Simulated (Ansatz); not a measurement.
# WCl2 (triplet): the correlation ladder, def2-SVP

The task here is to estimate one member of a computed series from the others.

Method: def2-SVP, core rule «outside noble gas», up to 14 orbitals frozen; program: Ansatz 0.2.0, Gaussian basis.

The runs, in order: UHF; CCSD(T) on ROHF; CCSD(T) on UHF; CISD; CCSDT(Q) on ROHF; CCSDT(Q) on UHF; CASSCF and MRCISD+Q, 16 electrons in 12 orbitals; CASSCF and NEVPT2, 16 electrons in 12 orbitals.

11 further runs of the same task are left out: 5 for a known fault of the program, 1 that didn't finish, 5 set aside as unsound or not needed.

### What is computed

The geometry is a PBE0/def2-TZVP stationary point (not a proven minimum) of the parent state, kept for this charge and spin. No spin-orbit coupling is included. Elements past krypton take def2 core potentials.

3 atoms, charge 0, spin multiplicity 3.

Atoms are counted from 1 here; the program's logs count them from 0.

Bond lengths: W1–Cl2 2.267 Å, W1–Cl3 2.267 Å. Angles: Cl2–W1–Cl3 141.4°.

Set-up of the first run:

Input file in.yaml:

```yaml
crystal:
  periodic: [false, false, false]
  atoms:
    - {symbol: W, position_ang: [0.000000, -0.208587, 0.000000]}
    - {symbol: Cl, position_ang: [0.000000, 0.540809, -2.139987]}
    - {symbol: Cl, position_ang: [0.000000, 0.540809, 2.139987]}
basis:
  gaussian: {orbitals: def2-SVP}
magnetization: {spin_polarized: true, initial_magnetization: 2}
hamiltonian: {xc: hf}
output: {orbitals: {seedname: orbitals}}
```

On the command line:

```
> ansatz run in.yaml --threads 1 --pin off --events-out ev --progress --plain --max-ram 4096MiB --backend cpu
```

Steps of the session up to this table: UHF; CCSD(T) on ROHF; CCSD(T) on UHF; CISD; CCSDT(Q) on ROHF; CCSDT(Q) on UHF; CASSCF and MRCISD+Q, 16 electrons in 12 orbitals; CASSCF and NEVPT2, 16 electrons in 12 orbitals.

One table of the session follows, with a row left open; its other results are not shown here.

| method | from RCCSDT(Q) (meV) |
| --- | --- |
| ROHF | +11560.2 |
| RMP2 | +1341.5 |
| UMP2 | +1618.8 |
| RCCSD | +465.8 |
| UCCSD | +377.4 |
| RCCSD(T) | +72.3 |
| UCCSD(T) | -246.2 |
| RCCSDT | +22.5 |
| UCCSDT | -422.1 |
| RCCSDT(Q) | 0 |
| UCCSDT(Q) | ? |
| CASSCF valence | +10489.9 |
| NEVPT2 valence | +1783.1 |
| MRCISD valence | +1416.9 |
| MRCISD+Q valence | +264.9 |

Estimate the missing values for UCCSDT(Q).

As computed: from RCCSDT(Q) (meV): -532.6. In the column «from RCCSDT(Q) (meV)» it is the lowest.

Not comparable, so not listed: CISD (they don't share determinant, frozen orbitals or solution with the rows shown, or repeat one).

Caveats from the session: The determinant is far from a pure spin state, so its energy mixes those of several spin states (harmless only where they are near-degenerate, as at dissociation). Left out of the table: UHF (another determinant or state than the rows shown). The program flags UCCSD(T), UCCSDT(Q) as in doubt, so those rows may rest on another solution; read them beside their warnings. Warnings: spin contamination; coupled cluster took another determinant than the lowest. Restricted and unrestricted rows rest on different reference determinants; where their highest levels disagree by more than a few hundredths of an eV, they describe different states and don't form one ladder.
